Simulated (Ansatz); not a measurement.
Task: a small convex hull of the Lu-H system, with Ansatz 0.2.0 through its Python package. Give the script and its output. Settings (first run): r2SCAN, PAW, cutoff 517 eV, 7×7×7 k-points, Fermi-Dirac smearing of 0.05 eV.

The script, `luh2_hull.py`:
```python
'''Stability of Lu-H compounds against each other, after relaxing atoms and volume at fixed cell shape.'''

from collections import Counter
from dataclasses import dataclass

import ansatz
from ase import Atoms
import pandas as pd
from pymatgen.analysis.phase_diagram import PDEntry, PhaseDiagram
from pymatgen.core import Composition


@dataclass
class RunConfig:
    functional: str = 'r2scan'
    kspacing: float = 0.33
    smearing: str = 'fermi_dirac'
    width_ev: float = 0.05


opts = RunConfig()

GASES = {'H2'}


def run_phase(name, crystal):
    calc = (
        crystal.calculation()
        .functional(opts.functional)
        .basis(19 * ansatz.Ha)
        .kpoints(spacing=opts.kspacing)  # sampling of the Brillouin zone
        .occupations(opts.smearing, width=opts.width_ev)  # the run then minimises F = E - TS
    )
    if name in GASES:
        return calc.kpoints(1, 1, 1).relax(force_tolerance=0.02, max_steps=60).run()
    calc = calc.relax(force_tolerance=0.02, max_steps=60, fix_cell=['shape'])
    return calc.run()


def counts(outcome):
    return Counter(site.symbol for site in outcome.lattice.sites)

phases = {}
luh2_fm_3m = (
    ansatz.Lattice.fcc(5.033)
    .space_group(225)
    .atom('Lu', (0.0, 0.0, 0.0))
    .atom('H', (0.25, 0.75, 0.75))
    .primitive()
)
phases['LuH2 Fm-3m'] = luh2_fm_3m
luh3_i4_mmm = (
    ansatz.Lattice.of((-1.67408, 1.67408, 2.7822), (1.67408, -1.67408, 2.7822), (1.67408, 1.67408, -2.7822))
    .atom('Lu', (0.0, 0.0, 0.0))
    .atom('H', (0.75, 0.25, 0.5))
    .atom('H', (0.25, 0.75, 0.5))
    .atom('H', (0.5, 0.5, 0.0))
)
phases['LuH3 I4/mmm'] = luh3_i4_mmm
lu = (
    ansatz.Lattice.of((3.5031, 0.0, 0.0), (-1.75155, 3.03377, 0.0), (0.0, 0.0, 5.5509))
    .atom('Lu', (1 / 3, 2 / 3, 0.25))
    .atom('Lu', (2 / 3, 1 / 3, 0.75))
)
phases['Lu'] = lu
atoms = Atoms(
    ['H', 'H'],
    scaled_positions=[
        (0.5, 0.5, 0.4625),
        (0.5, 0.5, 0.5375),
    ],
    cell=[
        (9.0, 0.0, 0.0),
        (0.0, 9.5, 0.0),
        (0.0, 0.0, 10.0),
    ],
    pbc=True,
)
h2 = ansatz.Crystal.from_ase(atoms)
phases['H2'] = h2

done = {name: run_phase(name, crystal) for name, crystal in phases.items()}

entries = [PDEntry(Composition(dict(counts(o))), o.report['energy_sigma0_ev'], name=name) for name, o in done.items()]
diagram = PhaseDiagram(entries)
rows = [(e.name, e.composition.get_atomic_fraction('H'), diagram.get_form_energy_per_atom(e), diagram.get_e_above_hull(e)) for e in entries]
rows.sort(key=lambda row: row[1])
print(pd.DataFrame(rows, columns=['phase', 'x(H)', 'E_form (eV/atom)', 'above hull (eV/atom)']).round(4).to_string(index=False))
print('on the hull of these phases:', ', '.join(row[0] for row in rows if row[3] < 1e-6))
```

```console
$ python luh2_hull.py
      phase   x(H)  E_form (eV/atom)  above hull (eV/atom)
         Lu 0.0000            0.0000                0.0000
 LuH2 Fm-3m 0.6667           -0.7720                0.0000
LuH3 I4/mmm 0.7500           -0.5759                0.0031
         H2 1.0000            0.0000                0.0000
on the hull of these phases: Lu, LuH2 Fm-3m, H2
```

For the metals among these phases the mesh is modest: differences between phases can be off by up to 40 meV an atom. Atoms and volume are relaxed with the cell's shape held, which in cells of lower than cubic symmetry can hide stresses and shift volumes. The cells come from databases of deposited and of computed structures, and not all need be stable phases. Differences under about 40 meV an atom lie within the error of mesh and functional, so such verdicts may flip; only the cells listed enter the hull. Run time: 80 s on 1 thread of Arm Neoverse V2, on a shared host, peak memory 0.82 GiB.

(Lines on the test bed's own set-up are left out of the output.)
